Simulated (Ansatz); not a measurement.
# Li3Pt: the cost of one run

Program: Ansatz 0.2.0 through its Python package. Level of theory: DFT LDA, plane waves, PAW. These are calculated values, not measurements.

## (1) Starting point

Symmetry: I4/mmm, No. 139, tetragonal system. Conventional cell: a = 3.929 Å, b = 3.929 Å, c = 7.281 Å, α = 90.00°, β = 90.00°, γ = 90.00°. Li (site symmetry -4m2) is surrounded by 8 Li at 2.68 to 2.78 Å and 4 Pt at 2.68 Å. Li (site symmetry 4/mmm) is surrounded by 8 Li at 2.68 Å and 4 Pt at 2.78 Å. Pt (site symmetry 4/mmm) has 12 Li at 2.68 to 2.78 Å in its first shell of neighbours.

No structure file is read: the coordinates are typed or built in the script.

## (2) The code

The input, ecut_li3pt.py:

```python
"""Convergence of Li3Pt with the plane-wave cutoff."""

import warnings

import ansatz as az
from tabulate import tabulate


def main() -> None:
    warnings.simplefilter("ignore", az.DeckWarning)

    cell = (
        az.Lattice.from_parameters(3.92855, 3.92855, 7.280596, alpha=90, beta=90, gamma=90)
        .space_group(139, hermann_mauguin="I4/mmm")
        .atom("Li", (0.0, 0.5, 0.25))
        .atom("Li", (0.5, 0.5, 0.0))
        .atom("Pt", (0.0, 0.0, 0.0))
        .primitive()
    )

    job = (
        cell.calculation()
        .kpoints(10, 10, 10)
        .functional("lda")
        .eigensolver("auto", full_accuracy=True)
        .mixing("msr1")
        .scf(tolerance=1e-08)
        .occupations("methfessel_paxton", width=50 * az.meV)
        .stress()
    )

    rows = []
    for value in [250, 325, 400, 475]:
        r = job.basis(value).run().report
        rows.append((value, r["free_energy_ev"] / len(r["lattice"]["sites"]), r["n_iterations"], sum(r["stress_gpa"][i][i] for i in range(3)) / 3, r["n_pw"]))

    print(tabulate(rows, headers=["cutoff (eV)", "F/atom (eV)", "iterations", "P (GPa)", "plane waves"], floatfmt=".4f", tablefmt="grid"))

    # the last row is the reference
    for row in rows[:-1]:
        shift = 1000 * (row[1] - rows[-1][1])
        print(f"{row[0]}: {shift:+.2f} meV/atom" + ("  (within 1 meV)" if abs(shift) < 1 else ""))


if __name__ == "__main__":
    main()
```

## (3) The input behind the calls

The engine receives this input (first run):

```yaml
crystal:
  lattice:
    a: 3.92855
    b: 3.92855
    c: 7.280596
    alpha: 90.0
    beta: 90.0
    gamma: 90.0
  space_group: 139
  setting:
    hermann_mauguin: I4/mmm
  atoms:
    - { symbol: Li, position: [0.0, 0.5, 0.25] }
    - { symbol: Li, position: [0.5, 0.5, 0.0] }
    - { symbol: Pt, position: [0.0, 0.0, 0.0] }
  reduce_to_primitive: true
basis:
  ecutwfc: 250.0
kpoints:
  mp_grid:
    grid: [10, 10, 10]
hamiltonian:
  xc: lda
scf:
  convergence:
    dr2_threshold: 1.0e-08
  mixing:
    algorithm: msr1
  occupations:
    method: methfessel_paxton
    width: 0.05
  eigensolver:
    kind: auto
    full_accuracy: true
output:
  stress: true
```

## (4) Running it

On the command line:

```console
$ python ecut_li3pt.py
```

What time and memory should one allow on 1 thread of Arm Neoverse V1, shared host?

About 26 s, with a peak of 0.45 GiB.
